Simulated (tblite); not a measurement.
# C2H6AlFO4: the cost of one run

Programs: tblite 0.8.0 and PySCF 2.14.0. All values are calculated, for the isolated system unless a continuum is named. Atoms count from 0, parts from 1.

## Step 1: The system as given

14 atoms, charge 0, multiplicity 1; geometry: distance geometry start.

## Step 2: Relaxing the cluster with GFN2-xTB

Job settings and geometry (Å):

```
{"job": {"kind": "relax", "xc": "GFN2-xTB", "basis": "xTB"}, "charge": 0, "multiplicity": 1}
C     -0.205623    -1.413247     0.737237
O      0.103489    -0.339850    -0.092939
Al     0.508234     1.394670     0.508934
O      0.989390     2.613486    -0.833492
O      1.471176     1.496863     2.087234
O      0.947706    -2.118151     1.009723
C      1.804314    -1.863723     2.059877
F     -0.727094    -0.971801     1.827610
H     -0.892879    -2.038241     0.266058
H      1.085216     2.410406    -1.773797
H      1.323487     0.958094     2.870832
H      1.544421    -0.982658     2.520443
H      1.739310    -2.638539     2.779987
H      2.775544    -1.787191     1.723232
```

Level: GFN2-xTB geometry optimisation, gas phase.

Run with:

```sh
OMP_NUM_THREADS=1 python cluster_run.py task.json out
```

One launch serves the whole session: the jobs run in the order shown.

**Question.** How long does this first job take on 1 thread of Arm Neoverse V1, shared host?

About 1.9 s.
